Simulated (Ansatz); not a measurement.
Task: a point defect in a supercell of RbSrCl₃, space group Pm-3m, with the Python package of Ansatz (0.2.0). Give the script and its output. Settings (first run): PBEsol, PAW, cutoff 531 eV, 1×1×1 k-points, Gaussian smearing of 0.05 eV.

```
Rb Sr Cl
1.0
     5.69630    0.00000    0.00000
     0.00000    5.69630    0.00000
     0.00000    0.00000    5.69630
Rb Sr Cl
1 1 3
Direct
  0.50000 0.50000 0.50000
  0.00000 0.00000 0.00000
  0.50000 0.00000 0.00000
  0.00000 0.50000 0.00000
  0.00000 0.00000 0.50000
```

The script, `defect_rbsrcl3.py`:
```python
import ansatz as az
import numpy as np

FUNCTIONAL = "pbesol"
MAX_ITERATIONS = 200
EXTRA_BANDS = 6
SMEARING = "gaussian"
WIDTH_EV = 0.05

vectors = np.array([
    [5.696304, 0.0, 0.0],
    [0.0, 5.696304, 0.0],
    [0.0, 0.0, 5.696304],
])
crystal = (
    az.Lattice.of(vectors)
    .atom("Rb", (0.5, 0.5, 0.5))
    .atom("Sr", (0.0, 0.0, 0.0))
    .atom("Cl", (0.5, 0.0, 0.0))
    .atom("Cl", (0.0, 0.5, 0.0))
    .atom("Cl", (0.0, 0.0, 0.5))
)
host = crystal.supercell(2, 2, 1)
defective = host.vacancy("Rb", at=(0.5, 0.5, 0.5))

def with_settings(structure):
    return (
        structure.calculation()
        .kpoints(1, shift=0.5)
        .basis(39 * az.Ry)
        .functional(FUNCTIONAL)
        .scf(max_iterations=MAX_ITERATIONS, extra_bands=EXTRA_BANDS)
        .occupations(SMEARING, width=WIDTH_EV)
        .band_table()
    )


perfect = with_settings(host).run(threads=1).report
setup = (
    with_settings(defective)
    .relax(force_tolerance=0.03, max_steps=25)
)
out = setup.run(threads=1)
summary = out.report

n_host, n_defect = len(perfect["lattice"]["sites"]), len(summary["lattice"]["sites"])
print(f"perfect cell: {n_host} atoms, F = {perfect['free_energy_ev']:.4f} eV")
print(f"defect cell:  {n_defect} atoms, F = {summary['free_energy_ev']:.4f} eV")
print(f"difference {summary['free_energy_ev'] - perfect['free_energy_ev']:.4f} eV (no chemical potentials)")

start = np.array([site.position for site in defective.resolved().sites])
step = np.array([site.position_frac for site in out.lattice.sites]) - start
moved = np.linalg.norm((step - np.round(step)) @ out.lattice.cell_ang, axis=1)
print("relaxation by atom (A):", " ".join(f"{site.symbol}:{d:.3f}" for site, d in zip(out.lattice.sites, moved)))

pull = np.linalg.norm(summary["forces_ev_ang"], axis=1)
for atom in np.argsort(-pull)[:5]:
    print(f"force on {out.lattice.sites[atom].symbol}{atom}: {pull[atom]:.3f} eV/A")
```

```console
$ python defect_rbsrcl3.py
perfect cell: 20 atoms, F = -39614.5499 eV
defect cell:  19 atoms, F = -36392.5735 eV
difference 3221.9765 eV (no chemical potentials)
relaxation by atom (A): Sr:0.033 Cl:0.664 Cl:0.664 Cl:0.009 Rb:0.000 Sr:0.033 Cl:0.664 Cl:0.286 Cl:0.009 Rb:0.000 Sr:0.033 Cl:0.286 Cl:0.664 Cl:0.009 Rb:0.000 Sr:0.033 Cl:0.286 Cl:0.286 Cl:0.009
force on Cl1: 0.005 eV/A
force on Cl6: 0.005 eV/A
force on Cl12: 0.005 eV/A
force on Cl2: 0.005 eV/A
force on Cl18: 0.002 eV/A
```

What to keep in mind:
- The settings weren't tested for convergence.
- The cell holds an odd number of electrons and is run without spin, so a magnetic state may lie lower.
- Extra carriers fill band states at a few k-points, so forces and energy hang on the mesh.
- The difference holds no chemical potentials.
- This cell is a computed structure, which may not be the phase found in nature.
- The supercell is small, so the defect meets its images and the energies aren't those of an isolated defect; a partly filled defect level may also lower its energy by spin or distortion. For a charged cell the difference holds no correction, alignment or term for the electrons' reservoir.
- Finished in 62 s on 1 thread of Arm Neoverse V2 (shared host), peak memory 1 GiB.
